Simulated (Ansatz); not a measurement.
# NaHg2: under pressure

An exercise on one series of results from a longer session: the logs are not shown, and one member is left open.

Method: DFT r2SCAN, scalar-relativistic, plane waves, PAW, in Ansatz 0.2.0.

1 further run of the same task is left out (set aside as unsound or not needed).

## Starting point

It takes space group P6/mmm (No. 191, hexagonal). The conventional cell has a = 5.092 Å, b = 5.092 Å, c = 3.238 Å, α = 90.00°, β = 90.00°, γ = 120.00°. Around Na (site symmetry 6/mmm) lie 2 Na at 3.24 Å and 12 Hg at 3.36 Å. Hg (site symmetry -6m2) has 5 Hg at 2.94 to 3.24 Å and 6 Na at 3.36 Å in its first shell of neighbours.

As a file:

```xyz
3
Lattice="5.0920 0.0000 0.0000 -2.5460 4.4098 0.0000 0.0000 0.0000 3.2380" Properties=species:S:1:pos:R:3 pbc="T T T"
Na    0.0000    0.0000    0.0000
Hg    0.0000    2.9399    1.6190
Hg    2.5460    1.4699    1.6190
```

It is the result of an earlier relaxation at this level (volume 24.24 Å³/atom; gap on the mesh: none (metal)).

Set-up of the first run:

File input.yaml:

```yaml
crystal:
  lattice:
    - [5.1405108875, 0.0, 0.0]
    - [-2.5702554438, 4.451813017, 0.0]
    - [0.0, 0.0, 3.2688648823]
  atoms:
    - { symbol: Na, position: [0.0, 0.0, 0.0] }
    - { symbol: Hg, position: [0.3333333333, 0.6666666667, 0.5] }
    - { symbol: Hg, position: [0.6666666667, 0.3333333333, 0.5] }
basis:
  ecutwfc: 500
kpoints:
  mp_grid: { grid: [12, 12, 14] }
hamiltonian:
  xc: r2scan
scf:
  occupations: { method: gaussian, width: 0.1 }
output:
  forces: true
  stress: true
  eigenvalues: true
relax:
  adjacent_minimum: "off"
  f_tol: 0.008
  max_steps: 50
  cell: { stress_tol: 0.08, p_target: -3.0 }
```

The run is started by

```sh
$ ansatz run input.yaml --threads 1 --pin off --max-ram 2560MiB --backend cpu --events-out ev --progress --plain --runs-dir out
```

Steps of the session up to this table: -3 GPa; 3 GPa; Relaxing at 8 GPa; Relaxing at 15 GPa; 30 GPa; 60 GPa.

One of the session's tables, all rows but one given; the rest of the session is left out.

Lengths are those of the vectors of the cell that was run:

| P (GPa) | V (Å³/atom) | a (Å) | b (Å) | c (Å) | ΔH (eV/atom) |
| --- | --- | --- | --- | --- | --- |
| -3 | 31.05 | 5.332 | 5.332 | 3.784 | -0.493 |
| 0 | 24.24 | 5.092 | 5.092 | 3.238 | 0.000 |
| 3 | 22.32 | 4.987 | 4.987 | 3.109 | 0.434 |
| 8 | ? | ? | ? | ? | ? |
| 15 | 18.97 | 4.759 | 4.759 | 2.901 | 1.959 |
| 30 | 17.03 | 4.612 | 4.612 | 2.774 | 3.636 |
| 60 | 14.95 | 4.431 | 4.431 | 2.637 | 6.606 |

Q: Estimate the row for P (GPa) = 8 from the others.

Worked estimate for «V (Å³/atom)». A straight line through the neighbours (3, 22.32) and (15, 18.97) gives 22.32 + (18.97 − 22.32) × (8 − 3) / (15 − 3) = 20.92; a parabola fitted to 4 rows on both sides gives 20.82.

**Answer.** V (Å³/atom): 20.52; a (Å): 4.871; b (Å): 4.871; c (Å): 2.995; ΔH (eV/atom): 1.099. In «V (Å³/atom)» the line misses by +0.40 and the parabola by +0.30.

ΔH is E + PV over the energy at zero pressure; a, b and c are the vectors of the computed cell. 

Caveats from the session: Other structures may take over in this range; these runs cannot find them.
